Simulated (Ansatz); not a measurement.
**H5NSSi2: basis-set convergence**

How large a basis does H5NSSi2 need? Two functionals are run in growing sets.

Program: Ansatz 0.2.0, Gaussian basis. Level of theory: one geometry, several basis sets. These are calculated values, not measurements.

Plan: PBE0-D4/def2-SVP; ωB97M-V/def2-SVP; PBE0-D4/def2-QZVPP; ωB97M-V/def2-QZVPP; the functionals' def2-TZVPP values are taken from earlier runs.

## (1) Structure used throughout

The geometry comes from an earlier relaxation with PBE0-D4 in a triple-zeta def2 set; it is a stationary point, not always the lowest conformer.

SMILES `N[SiH]1[SiH2]S1`, 9 atoms, charge 0, spin multiplicity 1.

Atoms are counted from 1 here; the program's logs count them from 0.

Bond lengths: N1–Si2 1.704 Å, N1–H5 1.007 Å, N1–H6 1.008 Å, Si2–Si3 2.241 Å, Si2–S4 2.160 Å, Si2–H7 1.479 Å, Si3–S4 2.159 Å, Si3–H8 1.484 Å, Si3–H9 1.485 Å. Angles: Si2–N1–H5 121.2°, Si2–N1–H6 119.9°, H5–N1–H6 111.8°, N1–Si2–Si3 124.4°, N1–Si2–S4 121.8°, N1–Si2–H7 107.2°, Si3–Si2–S4 58.7°, Si3–Si2–H7 123.4°, S4–Si2–H7 113.2°, Si2–Si3–S4 58.7°, Si2–Si3–H8 124.4°, Si2–Si3–H9 121.9°, S4–Si3–H8 115.4°, S4–Si3–H9 114.5°, H8–Si3–H9 110.5°, Si2–S4–Si3 62.5°.

## (2) PBE0-D4 in def2-SVP

Input file in.yaml:

```yaml
crystal:
  periodic: [false, false, false]
  atoms:
    - {symbol: N, position_ang: [-0.230398, 1.674104, -0.723896]}
    - {symbol: Si, position_ang: [0.252282, 0.041616, -0.660700]}
    - {symbol: Si, position_ang: [0.298380, -1.195232, 1.207606]}
    - {symbol: S, position_ang: [-1.167893, -1.552823, -0.336838]}
    - {symbol: H, position_ang: [-0.820913, 2.071011, -0.011432]}
    - {symbol: H, position_ang: [-0.368106, 2.122483, -1.615602]}
    - {symbol: H, position_ang: [1.141645, -0.197809, -1.817906]}
    - {symbol: H, position_ang: [1.248724, -2.308170, 1.452296]}
    - {symbol: H, position_ang: [-0.265323, -0.701582, 2.489372]}
basis:
  gaussian: {orbitals: def2-SVP}
hamiltonian: {xc: pbe0, dispersion: d4}
output: {orbitals: {seedname: orbitals}}
```

On the command line:

```console
ansatz run in.yaml --threads 2 --pin off --events-out ev --progress --plain --max-ram 4352MiB
```

After this run come: ωB97M-V in def2-SVP; PBE0-D4 in def2-QZVPP; ωB97M-V in def2-QZVPP.

Q: Predict the results of all the runs planned. Wanted: PBE0-D4: double and triple zeta above quadruple; ωB97M-V: double and triple zeta above quadruple.

**Answer**, as computed:

```
                                       quantity           value
PBE0-D4: double and triple zeta above quadruple  12.28, 0.95 eV
ωB97M-V: double and triple zeta above quadruple  12.28, 0.90 eV
```

**Reading.** PBE0-D4 gains 11.33 eV from double to triple zeta, then 0.95 eV more. Total energies overstate the basis error of differences, where much of it tends to cancel. The LUMO of ωB97M-V is positive and keeps falling with the basis (2.06 to 1.15 eV): an unbound level that the basis holds in place.
